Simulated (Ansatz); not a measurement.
# CH₈GeOSSi: one species, many methods

The task here is to estimate one member of a computed series from the others.

Program: Ansatz 0.2.0, Gaussian basis. Level of theory: functionals in def2-TZVPP, the program's frozen cores in correlated methods. These are calculated values, not measurements.

Plan: PBE-D4, r2SCAN-D4, PBE0-D4, B3LYP-D4, ωB97X-V, ωB97M-V, B2PLYP; CCSD(T)/def2-TZVPP; MP2/def2-QZVPP; extrapolation to the limit.

## The relaxed structure

The geometry comes from an earlier relaxation with PBE0-D4 in a triple-zeta def2 set; it is a stationary point, not always the lowest conformer.

SMILES `CO[SiH2][S][GeH3]`, 13 atoms, charge 0, spin multiplicity 1.

Atoms are counted from 1 here; the program's logs count them from 0.

Bond lengths: C1–O2 1.410 Å, C1–H6 1.095 Å, C1–H7 1.096 Å, C1–H8 1.091 Å, O2–Si3 1.642 Å, Si3–S4 2.113 Å, Si3–H9 1.486 Å, Si3–H10 1.489 Å, S4–Ge5 2.232 Å, Ge5–H11 1.533 Å, Ge5–H12 1.537 Å, Ge5–H13 1.535 Å. Angles: O2–C1–H6 111.1°, O2–C1–H7 111.7°, O2–C1–H8 108.2°, H6–C1–H7 108.6°, H6–C1–H8 108.5°, H7–C1–H8 108.6°, C1–O2–Si3 123.2°, O2–Si3–S4 108.3°, O2–Si3–H9 112.4°, O2–Si3–H10 107.8°, S4–Si3–H9 106.8°, S4–Si3–H10 112.0°, H9–Si3–H10 109.6°, Si3–S4–Ge5 96.4°, S4–Ge5–H11 110.0°, S4–Ge5–H12 109.0°, S4–Ge5–H13 105.8°, H11–Ge5–H12 110.6° and more.

The first run:

Contents of in.yaml:

```yaml
crystal:
  periodic: [false, false, false]
  atoms:
    - {symbol: C, position_ang: [-1.217015, 0.850527, 1.586567]}
    - {symbol: O, position_ang: [-0.587238, 0.853549, 0.325107]}
    - {symbol: Si, position_ang: [1.043659, 0.861534, 0.134118]}
    - {symbol: S, position_ang: [1.480621, 0.284683, -1.850845]}
    - {symbol: Ge, position_ang: [0.243655, -1.573412, -1.846044]}
    - {symbol: H, position_ang: [-1.185368, 1.843912, 2.046333]}
    - {symbol: H, position_ang: [-0.749277, 0.132857, 2.270688]}
    - {symbol: H, position_ang: [-2.261110, 0.566850, 1.445786]}
    - {symbol: H, position_ang: [1.630405, 2.212860, 0.326714]}
    - {symbol: H, position_ang: [1.624274, -0.082029, 1.129579]}
    - {symbol: H, position_ang: [-1.208485, -1.238994, -2.205897]}
    - {symbol: H, position_ang: [0.320940, -2.220926, -0.454745]}
    - {symbol: H, position_ang: [0.864939, -2.491412, -2.907362]}
basis:
  gaussian: {orbitals: def2-TZVPP}
hamiltonian: {xc: pbe, dispersion: d4}
output: {forces: true, orbitals: {seedname: orbitals}}
```

The run is started by

```console
$ ansatz run in.yaml --threads 2 --pin off --events-out ev --progress --plain --max-ram 22528MiB --backend cuda --devices 0, --max-vram 18GiB
```

Among the steps run: PBE-D4 (GGA); r2SCAN-D4 (meta-GGA); PBE0-D4 (hybrid); B3LYP-D4 (hybrid); ωB97X-V (range-separated); ωB97M-V (range-separated); B2PLYP (double hybrid); CCSD(T) in def2-TZVPP; MP2 in def2-QZVPP.

One table of the session follows, with a row left open; its other results are not shown here.

| method | atomisation energy (kJ/mol) |
| --- | --- |
| PBE-D4 | 4294.2 |
| r2SCAN-D4 | 4292.5 |
| PBE0-D4 | ? |
| B3LYP-D4 | 4265.0 |
| ωB97X-V | 4313.3 |
| ωB97M-V | 4288.2 |
| B2PLYP | 4218.2 |
| HF/def2-TZVPP | 3137.1 |
| MP2/def2-TZVPP | 4215.5 |
| CCSD/def2-TZVPP | 4133.9 |
| CCSD(T)/def2-TZVPP | 4190.3 |
| MP2/CBS | 4323.5 |
| CCSD(T)/CBS | 4298.3 |

Estimate the missing values for PBE0-D4.

The run gave: atomisation energy (kJ/mol): 4250.3. In the column «atomisation energy (kJ/mol)» it lies between B2PLYP (4218.2) and B3LYP-D4 (4265.0).

Caveats from the session: Free atoms (1 C, 1 O, 1 Si, 1 S, 1 Ge, 8 H) were run apart at each level; the atomisation energy is their sum less the molecule, without zero-point or spin-orbit terms.
